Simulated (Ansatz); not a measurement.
# WSe2: the cost of one run

Program: Ansatz 0.2.0. Level of theory: DFT LDA+U (U_eff = 2 eV on W d), plane waves, PAW, no spin–orbit coupling unless a run says so. These are calculated values, not measurements.

1 further run of the same task is left out (it didn't finish). Runs told in other sessions of the task aren't counted.

## (1) The system as given

The structure is trigonal, space group P-3m1 (No. 164). Conventional cell: a = 3.764 Å, b = 3.764 Å, c = 6.071 Å, α = 90.00°, β = 90.00°, γ = 120.00°. Around W (site symmetry -3m) lie 6 Se at 2.66 Å. Se (site symmetry 3m) has 3 W at 2.66 Å in its first shell of neighbours.

Structure file:

```
W Se
1.0
     3.76353    0.00000    0.00000
    -1.88176    3.25931    0.00000
     0.00000    0.00000   12.14270
W Se
2 4
Cartesian
  0.0000 0.0000 0.0000
  0.0000 0.0000 6.0714
  0.0000 2.1729 1.5300
  1.8818 1.0864 4.5414
  0.0000 2.1729 7.6013
  1.8818 1.0864 10.6127
```

## (2) Ferromagnetic start, free, symmetry kept, no search

Contents of input.yaml:

```yaml
crystal:
  lattice:
    - [3.76352778, 0.0, 0.0]
    - [-1.88176389, 3.25931067, 0.0]
    - [0.0, 0.0, 12.14270284]
  atoms:
    - { symbol: W, position: [0.0, 0.0, 0.0], spin: 2.0 }
    - { symbol: Se, position: [0.3333333333, 0.6666666667, 0.126] }
    - { symbol: Se, position: [0.6666666667, 0.3333333333, 0.374] }
    - { symbol: W, position: [0.0, 0.0, 0.5], spin: 2.0 }
    - { symbol: Se, position: [0.3333333333, 0.6666666667, 0.626] }
    - { symbol: Se, position: [0.6666666667, 0.3333333333, 0.874] }
basis:
  ecutwfc: 420
  ecutrho_ratio: 4
kpoints:
  mp_grid: { grid: [6, 6, 2] }
hamiltonian:
  xc: lda
  hubbard:
    sites: [{ site: 0, l: d, u_eff: 2.0 }, { site: 3, l: d, u_eff: 2.0 }]
scf:
  occupations: { method: gaussian, width: 0.05 }
  lower_state_search: "off"
  max_iter: 150
output:
  forces: true
  stress: true
  eigenvalues: true
  populations: true
  hubbard: { sites: [{ site: 0, l: d }, { site: 3, l: d }] }
magnetization:
  spin_polarized: true
```

Started as:

```sh
$ ansatz run input.yaml --threads 4 --pin off --max-ram 6144MiB --backend cpu --events-out ev --progress --plain --runs-dir out
```

**Question.** How long does this run take on 4 threads of Arm Neoverse N1, shared host, and how much memory does it need?

About 14 s, with a peak of 0.65 GiB.
